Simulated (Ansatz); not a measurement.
# F2GeH2Se2: up Jacob's ladder to CCSD(T)

An exercise on one series of results from a longer session: the logs are not shown, and one member is left open.

Computed with Ansatz 0.2.0, Gaussian basis. Level: functionals in def2-TZVPP, the program's frozen cores in correlated methods.

Levels to be run: LDA (SPW92), PBE-D4, revPBE-D4, BLYP-D4, r2SCAN-D4, B97M-V, PBE0-D4, B3LYP-D4, r2SCANh-D4, r2SCAN0-D4, HSE06-D4, BHLYP-D4, CAM-B3LYP-D4, LC-ωPBE, ωB97X-V, ωB97M-V, B2PLYP, PBE-QIDH; CCSD(T)/def2-SVP; CCSD(T)/def2-TZVPP; MP2/def2-QZVPP; extrapolation to the limit; RPA on PBE.

**The relaxed structure**

The geometry comes from an earlier relaxation with PBE0-D4 in a triple-zeta def2 set; it is a stationary point, not always the lowest conformer.

SMILES `[F][Ge]([F])([SeH])[SeH]`, 7 atoms, charge 0, spin multiplicity 1.

Atoms are counted from 1 here; the program's logs count them from 0.

Bond lengths: F1–Ge2 1.724 Å, Ge2–F3 1.726 Å, Ge2–Se4 2.322 Å, Ge2–Se5 2.319 Å, Se4–H6 1.470 Å, Se5–H7 1.470 Å. Angles: F1–Ge2–F3 102.9°, F1–Ge2–Se4 112.7°, F1–Ge2–Se5 104.8°, F3–Ge2–Se4 107.1°, F3–Ge2–Se5 113.2°, Se4–Ge2–Se5 115.5°, Ge2–Se4–H6 90.2°, Ge2–Se5–H7 90.5°.

Geometry (Å):

```xyz
7
charge 0, multiplicity 1
F     0.9555   -1.3940    1.3515
Ge    0.2249   -0.3916    0.1544
F    -0.8148   -1.4859   -0.6823
Se   -1.1207    1.2643    1.0707
Se    1.9919    0.3628   -1.1438
H    -2.2586    0.3334    1.0954
H     1.0830    1.2432   -1.8916
```

Set-up of the first run:

Contents of in.yaml:

```yaml
crystal:
  periodic: [false, false, false]
  atoms:
    - {symbol: F, position_ang: [0.955520, -1.394048, 1.351504]}
    - {symbol: Ge, position_ang: [0.224896, -0.391627, 0.154418]}
    - {symbol: F, position_ang: [-0.814772, -1.485921, -0.682281]}
    - {symbol: Se, position_ang: [-1.120705, 1.264301, 1.070734]}
    - {symbol: Se, position_ang: [1.991904, 0.362760, -1.143791]}
    - {symbol: H, position_ang: [-2.258647, 0.333393, 1.095403]}
    - {symbol: H, position_ang: [1.083004, 1.243242, -1.891588]}
basis:
  gaussian: {orbitals: def2-TZVPP}
hamiltonian: {xc: lda}
output: {orbitals: {seedname: orbitals}}
```

Started as:

```bash
$ ansatz run in.yaml --threads 4 --pin off --events-out ev --progress --plain --max-ram 11315MiB
```

Steps of the session up to this table: LDA; PBE-D4 (GGA); revPBE-D4 (GGA); BLYP-D4 (GGA); r2SCAN-D4 (meta-GGA); B97M-V (meta-GGA); B3LYP-D4 (hybrid); r2SCANh-D4 (hybrid); r2SCAN0-D4 (hybrid); HSE06-D4 (hybrid); BHLYP-D4 (hybrid); CAM-B3LYP-D4 (range-separated); LC-ωPBE (range-separated); ωB97X-V (range-separated); ωB97M-V (range-separated); B2PLYP (double hybrid); PBE-QIDH (double hybrid).

One table of the session follows, with a row left open; its other results are not shown here.

It belongs to the step «Orbital energies across the functionals». 

```
  functional  HOMO (eV)  LUMO (eV)  gap (eV)
 LDA (SPW92)      -6.88      -2.90      3.97
      PBE-D4      -6.70      -2.59      4.11
   revPBE-D4      -6.64      -2.48      4.16
     BLYP-D4      -6.53      -2.54      3.99
   r2SCAN-D4      -7.02      -2.40      4.62
      B97M-V      -7.06      -2.24      4.83
     PBE0-D4      -7.92      -1.71      6.21
    B3LYP-D4      -7.66      -2.01      5.66
  r2SCANh-D4      -7.46      -2.08      5.38
  r2SCAN0-D4          ?          ?         ?
    HSE06-D4      -7.52      -2.08      5.44
    BHLYP-D4      -8.95      -0.77      8.19
CAM-B3LYP-D4      -9.21      -0.74      8.48
     LC-ωPBE     -10.59       0.47     11.05
     ωB97X-V     -10.23       0.40     10.63
     ωB97M-V     -10.08       0.23     10.31
```

Estimate the missing values for r2SCAN0-D4.

Worked estimate for «HOMO (eV)». Against the share of exact exchange, r2SCAN-D4 (0, -7.02), r2SCANh-D4 (0.1, -7.46) give a slope of -4.40 per unit share; at 0.25 the line stands at -8.12.

As computed: HOMO (eV): -8.12; LUMO (eV): -1.60; gap (eV): 6.52. In «HOMO (eV)» the line misses by 0.00.
